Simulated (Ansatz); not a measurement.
Runs of Ansatz 0.2.0 on Bi. The cell holds a sheet with vacuum, 1 atom: a = 3.129 Å, b = 3.129 Å, c = 23.800 Å, α = 90.00°, β = 90.00°, γ = 90.00°. The cell was built by a generator and needn't be a form met in nature.

```tsv
task	level	cutoff (eV)	basis error allowed	gap on the mesh (eV)	work function (eV)
work function	PBE	187	0.002 eV/atom	none	4.61
work function	LDA	188	0.002 eV/atom	none	(a)
single point	PBE	203	0.001 eV/atom	none	-
projected density of states	PBE	187	0.002 eV/atom	-	4.61
work function	PBEsol	187	0.002 eV/atom	none	4.70
```

Alike in all rows: potentials or basis all-electron LAPW, scalar-relativistic; no spin polarisation; cell as given; k mesh 9 × 9 × 1; smearing fermi-dirac 0.05 eV.

**Question.** Estimate the missing entries.

**Answer.** (a) 4.88.

Caveats: spin-orbit coupling is left out, which moves the levels of the heavy elements.

A k mesh can miss the band edges, and the runs leave out spin-orbit coupling on Bi.

A gap of «none» marks a metal or a gap under the smearing width.
